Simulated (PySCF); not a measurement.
# AsF3 (Arsenic trifluoride): the cost of one run

Programs: PySCF 2.14.0, with density-fitted response routines of our own. Each step states its level of theory. These are calculated values for one molecule in the gas phase, unless marked as measured. Atoms are numbered from 0 throughout.

## (1) The molecule as given

4 atoms, charge 0, multiplicity 1; geometry from: GFN2-xTB. The atoms were then displaced at random by about 0.01 Å, so the start is not that level's minimum.

Bonds of the start (Å): F0–As1 1.72, As1–F2 1.71, As1–F3 1.71.

## (2) Geometry optimisation at PBE0-D3(BJ)/def2-TZVP

What the job is given:

```
{"job": {"xc": "PBE0", "basis": "def2-TZVP", "d3": "d3bj", "grid": 2, "shake": 0.01, "kind": "geom"}, "charge": 0, "multiplicity": 1}
F     -0.770180    -1.224720    -0.237450
As    -0.003320    -0.003530     0.699130
F      1.418430    -0.087940    -0.249860
F     -0.606940     1.290820    -0.244820
```

Command:

```sh
$ OMP_NUM_THREADS=1 python probes_run.py task.json out
```

This one command runs all jobs of the session in turn.

Q: Estimate the wall time and peak memory of this first job on 1 thread of AMD EPYC 9R45, shared host.

About 18 s, with a peak of 0.52 GiB.
